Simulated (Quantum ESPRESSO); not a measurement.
**NbSi in Quantum ESPRESSO: the effect of functional**

NbSi:

```
Nb Si
1.0
     0.00000    2.57383    2.57383
     2.57383    0.00000    2.57383
     2.57383    2.57383    0.00000
Nb Si
1 1
Cartesian
  0.0000 0.0000 0.0000
  2.5738 2.5738 2.5738
```

The cell was built by a generator and needn't be a form met in nature.

Alike in all runs:

* Program: Quantum ESPRESSO 7.5
* Task: phonon dispersion
* Cutoff: 612 eV
* Density cutoff: 4898 eV
* k mesh: 6 × 6 × 6
* Occupations: cold, width 0.2 eV
* Spin: no spin polarisation

Each run relaxes the cell or the atoms first.

```csv
functional,potentials or basis,relaxed volume (Å³/atom),highest phonon frequency (cm⁻¹)
LDA,GBRV 1.5 LDA,16.27,390
PBE,GBRV 1.5 PBE,?,?
PBEsol,GBRV 1.5 PBEsol,16.57,385
```

**Question.** What does the run with functional PBE give?

**Answer.** Relaxed volume 17.04 Å³/atom; highest phonon frequency 372 cm⁻¹.

Caveats: the mesh is thin for the phonons of a metal; some modes are imaginary.
